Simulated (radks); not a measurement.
# The first electron to leave Ho²⁺

Aim: remove one electron from each of the outer sub-shells of Ho²⁺ ([Xe] 4f11) in turn, let the ion relax, and find the cheapest removal. The parent's configuration is the lowest that an earlier search found at this level.

Method: scalar-relativistic Kohn-Sham, r2SCAN, spin-polarised, spherical densities, finite nucleus; open shells are filled with parallel spins first. Code: radks (a radial shooting solver on a logarithmic mesh, Libxc functionals) version 1.

5 further runs of the same task are left out: 1 that didn't finish, 4 set aside as unsound or not needed.

### Step 1. The atom as given

* element: holmium (Z = 67)
* charge: +2
* electrons: 65
* configuration: [Xe] 4f11
* nuclear rms radius: 5.2022 fm

Outer shells as boxes (Hund's rule):

Ho²⁺
```
[Xe] core
4f [↑↓][↑↓][↑↓][↑↓][↑ ][↑ ][↑ ]
```

### Step 2. The parent, Ho²⁺

From an earlier run at this level the parent has E = -12615.873639 hartree and these outer levels (eV):

```tsv
level	occupation	energy (eV)
4d up	5	-177.54
4d down	5	-174.08
5s up	1	-66.737
5s down	1	-65.165
5p up	3	-41.376
5p down	3	-40.336
4f up	7	-18.298
4f down	4	-15.270
```

### Step 3. Remove 4f: [Xe] 4f10

The run's settings:

```text
Z 67
configuration [Xe] 4f10
relativity scalar-relativistic
functional r2scan,r2scan
spin polarised
nucleus finite rms 5.2022 fm
c 137.035999084
```

### Step 4. Remove 5p: [Kr] 4d10 4f11 5s2 5p5

Changes since step 3:

```diff
@@ -1,3 +1,3 @@
 Z 67
-configuration [Xe] 4f10
+configuration [Kr] 4d10 4f11 5s2 5p5
 relativity scalar-relativistic
```

### Step 5. Remove 5s: [Kr] 4d10 4f11 5s1 5p6

The run's settings:

```text
Z 67
configuration [Kr] 4d10 4f11 5s1 5p6
relativity scalar-relativistic
functional r2scan,r2scan
spin polarised
nucleus finite rms 5.2022 fm
c 137.035999084
```

### Step 6. Remove 4d: [Kr] 4d9 4f11 5s2 5p6

The run's settings:

```text
Z 67
configuration [Kr] 4d9 4f11 5s2 5p6
relativity scalar-relativistic
functional r2scan,r2scan
spin polarised
nucleus finite rms 5.2022 fm
c 137.035999084
```

### Step 7. Ion rearranged (move 4f to 6s after a removal): [Xe] 4f9 6s1

The run's settings:

```text
Z 67
configuration [Xe] 4f9 6s1
relativity scalar-relativistic
functional r2scan,r2scan
spin polarised
nucleus finite rms 5.2022 fm
c 137.035999084
```

### Step 8. Ion rearranged (move 4f to 6p after a removal): [Xe] 4f9 6p1

Changes since step 7:

```diff
@@ -1,3 +1,3 @@
 Z 67
-configuration [Xe] 4f9 6s1
+configuration [Xe] 4f9 6p1
 relativity scalar-relativistic
```

### Step 9. Ion rearranged (move 4f to 5d after a removal): [Xe] 4f9 5d1

Changes since step 8:

```diff
@@ -1,3 +1,3 @@
 Z 67
-configuration [Xe] 4f9 6p1
+configuration [Xe] 4f9 5d1
 relativity scalar-relativistic
```

Before running it: what results should come out? Wanted: for each run, case; final configuration; Δ-SCF; −ε of the level emptied.

The runs gave:

```tsv
case	final configuration	Δ-SCF (eV)	−ε of the level emptied (eV)
remove 4f	[Xe] 4f10	23.629	15.270
ion rearranged (move 4f to 5d after a removal)	[Xe] 4f9 5d1	33.300	-
ion rearranged (move 4f to 6s after a removal)	[Xe] 4f9 6s1	36.334	-
ion rearranged (move 4f to 6p after a removal)	[Xe] 4f9 6p1	42.540	-
remove 5p	[Kr] 4d10 4f11 5s2 5p5	46.526	40.336
remove 5s	[Kr] 4d10 4f11 5s1 5p6	71.861	65.165
remove 4d	[Kr] 4d9 4f11 5s2 5p6	183.33	174.08
```

Removal from 4f costs least (23.629 eV), ahead of 5p (46.526 eV). 4f is also the highest occupied level of the parent. NIST lists 22.79 eV (semi-empirical), between the same two configurations. Open shells are spherical and high-spin; term and fine-structure splittings are not resolved. Spin-orbit splitting is averaged out at the scalar-relativistic level.
